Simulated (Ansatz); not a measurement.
# BF2H3OSSi: the cost of one run

Program: Ansatz 0.2.0. Level of theory: RKS B3LYP/6-31G. These are calculated values, not measurements.

### Step 1. The starting structure

Bond lengths: O1–B2 1.480 Å, B2–F3 1.436 Å, B2–Si4 1.887 Å, Si4–F5 1.676 Å, Si4–S6 2.179 Å, O1–H7 0.969 Å, Si4–H8 1.492 Å, S6–H9 1.445 Å. Angles: O1–B2–F3 119.1°, O1–B2–Si4 120.6°, F3–B2–Si4 120.3°, B2–O1–H7 106.7°, B2–Si4–F5 113.1°, B2–Si4–S6 110.7°, B2–Si4–H8 108.9°, F5–Si4–S6 109.7°, F5–Si4–H8 107.3°, S6–Si4–H8 106.8°, Si4–S6–H9 93.0°.

Structure file:

```xyz
9

O     1.9885    0.2091    0.6043
B     0.7503   -0.5926    0.4795
F     0.6374   -1.8203    1.2155
Si   -0.6460   -0.0350   -0.6613
F    -0.1759    0.0881   -2.2657
S    -1.4771    1.8640    0.0096
H     2.5721   -0.0671   -0.1177
H    -1.7508   -1.0358   -0.5972
H    -1.8101    1.3432    1.3158
```

### Step 2. Relaxing end A

Input file input.yaml:

```yaml
crystal:
  periodic: [false, false, false]
  atoms:
    - { symbol: O, position_ang: [1.9885, 0.2091, 0.6043] }
    - { symbol: B, position_ang: [0.7503, -0.5926, 0.4795] }
    - { symbol: F, position_ang: [0.6374, -1.8203, 1.2155] }
    - { symbol: Si, position_ang: [-0.646, -0.035, -0.6613] }
    - { symbol: F, position_ang: [-0.1759, 0.0881, -2.2657] }
    - { symbol: S, position_ang: [-1.4771, 1.864, 0.0096] }
    - { symbol: H, position_ang: [2.5721, -0.0671, -0.1177] }
    - { symbol: H, position_ang: [-1.7508, -1.0358, -0.5972] }
    - { symbol: H, position_ang: [-1.8101, 1.3432, 1.3158] }
basis:
  gaussian: { orbitals: "6-31G" }
hamiltonian:
  xc: b3lyp
relax:
  f_tol: 0.015
  max_steps: 40
```

Run with:

```console
$ ansatz run input.yaml --threads 1 --pin off --max-ram 2048MiB --backend cpu --events-out ev --progress --plain --runs-dir out
```

What time and memory should one allow on 1 thread of Arm Neoverse V2, shared host?

About 1.9 min, with a peak of 0.19 GiB.
